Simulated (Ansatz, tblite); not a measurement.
# The cluster In₅Sb₄Cl₃: a ladder of methods and basis sets

One table from this session's results is given with a row withheld; the runs are named, their logs left out.

Program: Ansatz 0.2.0, Gaussian basis. Level of theory: as each input shows. These are calculated values, not measurements.

Plan: GFN1-xTB, GFN2-xTB, PBE-D4/def2-TZVP, r2SCAN-D4/def2-TZVP, B2PLYP/def2-TZVP, B3LYP-D4/def2-TZVP, ωB97M-V/def2-TZVP, PBE-D4/def2-SVP, PBE0-D4/def2-SVP, MP2/def2-TZVP, RPA/def2-TZVP.

4 further runs of the same task are left out: 1 that didn't finish, 3 set aside as unsound or not needed.

### The relaxed structure

The singlet was relaxed beforehand with r2SCAN-D4/def2-SVP.

12 atoms, charge 0, spin multiplicity 1.

Bond lengths: In1–Sb6 2.840 Å, In1–Sb7 2.729 Å, In1–Cl10 2.655 Å, In2–Sb6 2.839 Å, In2–Sb8 2.730 Å, In2–Cl10 2.667 Å, In3–Sb6 2.794 Å, In3–Sb9 2.831 Å, In3–Cl11 2.765 Å, In3–Cl12 2.771 Å, In4–Sb7 2.724 Å, In4–Sb9 2.843 Å, In4–Cl11 2.628 Å, In5–Sb8 2.724 Å, In5–Sb9 2.843 Å, In5–Cl12 2.627 Å. Angles: Sb6–In1–Sb7 153.3°, Sb6–In1–Cl10 86.5°, Sb7–In1–Cl10 107.0°, Sb6–In2–Sb8 153.3°, Sb6–In2–Cl10 86.3°, Sb8–In2–Cl10 106.3°, Sb6–In3–Sb9 149.3°, Sb6–In3–Cl11 92.0°, Sb6–In3–Cl12 91.9°, Sb9–In3–Cl11 86.9°, Sb9–In3–Cl12 86.8°, Cl11–In3–Cl12 173.1°, Sb7–In4–Sb9 151.6°, Sb7–In4–Cl11 105.9°, Sb9–In4–Cl11 89.3°, Sb8–In5–Sb9 151.6°, Sb8–In5–Cl12 105.7°, Sb9–In5–Cl12 89.4° and more.

In, Sb take a core potential in the def2 sets. No spin-orbit coupling is included.

PBE0-D4/def2-TZVP was run before; its log isn't repeated, and its numbers join the tables.

Set-up of the first run:

Tight binding, by tblite at 300 K electronic temperature and without a spin-polarisation term:

```python
tblite.interface.Calculator('GFN1-xTB', numbers, positions, charge=0, uhf=0).singlepoint()
```

Tight binding, by tblite at 300 K electronic temperature and without a spin-polarisation term:

```python
tblite.interface.Calculator('GFN2-xTB', numbers, positions, charge=0, uhf=0).singlepoint()
```

start.molden holds the orbitals of an earlier run on this state, given as this run's starting guess.

Input file in.yaml:

```yaml
crystal:
  periodic: [false, false, false]
  atoms:
    - {symbol: In, position_ang: [0.354281, -2.382698, -0.289230]}
    - {symbol: In, position_ang: [0.822629, 0.320968, -2.265365]}
    - {symbol: In, position_ang: [-2.030557, 0.537998, 0.244182]}
    - {symbol: In, position_ang: [0.039246, -0.663474, 2.659656]}
    - {symbol: In, position_ang: [0.635053, 2.655299, 0.236548]}
    - {symbol: Sb, position_ang: [-1.590099, -1.141186, -1.945581]}
    - {symbol: Sb, position_ang: [1.851700, -2.581691, 1.983255]}
    - {symbol: Sb, position_ang: [2.696708, 2.138046, -1.467103]}
    - {symbol: Sb, position_ang: [-1.003720, 1.973848, 2.457043]}
    - {symbol: Cl, position_ang: [2.048002, -2.046985, -2.305595]}
    - {symbol: Cl, position_ang: [-2.310324, -1.611669, 1.960556]}
    - {symbol: Cl, position_ang: [-1.512920, 2.801535, -1.268365]}
basis:
  gaussian: {orbitals: def2-TZVP, fitting: {mean_field: def2-universal-jkfit}, initial_orbitals: start.molden}
hamiltonian: {xc: pbe, dispersion: d4}
scf: {omitted_lower_state_checks: [starts]}
output: {forces: true, orbitals: {seedname: orbitals}}
```

Command:

```
$ ansatz run in.yaml --threads 2 --pin off --events-out ev --progress --plain --max-ram 32768MiB --backend cuda --devices 0, --max-vram 18GiB
```

Among the steps run: PBE-D4/def2-TZVP; r2SCAN-D4/def2-TZVP; B2PLYP/def2-TZVP; B3LYP-D4/def2-TZVP; ωB97M-V/def2-TZVP; PBE-D4/def2-SVP; PBE0-D4/def2-SVP; MP2/def2-TZVP; RPA/def2-TZVP.

One of the session's tables, all rows but one given; the rest of the session is left out.

It belongs to the step «Binding energy». 

| level | binding an atom (eV) |
| --- | --- |
| HF/def2-TZVP | 1.109 |
| PBE-D4/def2-SVP | 2.410 |
| PBE-D4/def2-TZVP | 2.401 |
| r2SCAN-D4/def2-TZVP | 2.316 |
| B3LYP-D4/def2-TZVP | ? |
| PBE0-D4/def2-SVP | 2.311 |
| PBE0-D4/def2-TZVP | 2.311 |
| ωB97M-V/def2-TZVP | 2.226 |
| B2PLYP/def2-TZVP | 2.165 |
| RPA/def2-TZVP | 2.047 |
| MP2/def2-TZVP | 2.333 |

Estimate the missing values for B3LYP-D4/def2-TZVP.

The run gave: binding an atom (eV): 2.225. In the column «binding an atom (eV)» it lies between B2PLYP/def2-TZVP (2.165) and ωB97M-V/def2-TZVP (2.226).

Caveats from the session: Free atoms were run apart at each level; binding is atoms less cluster, divided by the number of atoms, without zero-point or spin-orbit terms.
